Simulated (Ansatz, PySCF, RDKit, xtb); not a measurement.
# C6H7ClO: ranking a sample of isomers

A sample of isomers of C6H7ClO is drawn. Aim: find which of them has the lowest free energy at 298.15 K, then its properties. The sample is small against all isomers, and the most stable one of this formula need not be in it.

The funnel: GFN2-xTB relaxations, single points with a density functional, relaxations at PBE0-D3(BJ)/def2-SVP, harmonic vibrations (at GFN2-xTB), and a last energy at a higher level. All values are calculated.

### Step 1. Possible bonding patterns

Isomers were taken from a list of plausible structures; this is a sample, not all of them. That gives 4 candidates.

```
label               SMILES     spin
 c012  C/C(O)=C/C1(Cl)C=C1  singlet
 c072    C=C(O)CC1(Cl)C=C1  singlet
 c425  C/C(O)=C\C1(Cl)C=C1  singlet
 c781    CC(=O)CC1(Cl)C=C1  singlet
```

Candidates are built by distance geometry, with a force field where one applies, in up to four conformers (letters a to d).

**Question.** With final energies at CCSD(T)/def2-SVP + MP2/def2-TZVPP - MP2/def2-SVP, which structure will this search put lowest in free energy, and by what margin?

| quantity | value |
| --- | --- |
| lowest structure found | CC(=O)CC1(Cl)C=C1, singlet |
| next finalist | C/C(O)=C/C1(Cl)C=C1, singlet, 8.4 kcal/mol higher in G |
| share at equilibrium, among the finalists | 100.0 % |
| dipole moment (PBE0/def2-SVPD) | 2.65 D |
| HOMO energy (PBE0/def2-SVPD) | -7.33 eV |
| LUMO energy (PBE0/def2-SVPD) | -0.70 eV |
| HOMO–LUMO gap (PBE0/def2-SVPD) | 6.62 eV |
| lowest excitation (TD-PBE0/def2-SVPD) | 4.37 eV (f = 0.000) |
| lowest triplet excitation, same level, Tamm-Dancoff | 3.78 eV |
| vertical ionisation energy | 9.27 eV |
| vertical electron affinity | -0.96 eV (unbound: the value depends on the basis) |
| vertical triplet less singlet | +3.75 eV |

`CC(=O)CC1(Cl)C=C1` comes out lowest. The margin of 8.4 kcal/mol over the next finalist is beyond the usual error of the last level; it says nothing of structures that weren't ranked. With 3 minima in the window unscreened, the next finalist need not be the second lowest, and margin and share hold for the finalists alone. GFN2-xTB, HF/STO-3G, r2SCAN-D4/def2-SVP, PBE0-D3(BJ)/def2-SVP, HF/def2-SVP and MP2/def2-SVP already put its bonding pattern lowest among the structures in one piece. 3 minima inside the window were never screened. Lowest found is not proven lowest: the search is finite, and each finalist counts with one conformer. Only 4 drawn patterns were tried, so whole families of isomers are missing, and the result ranks only the part of this sample that was screened. The lowest isomer need not be the one that is made and kept in a bottle, which depends on barriers.
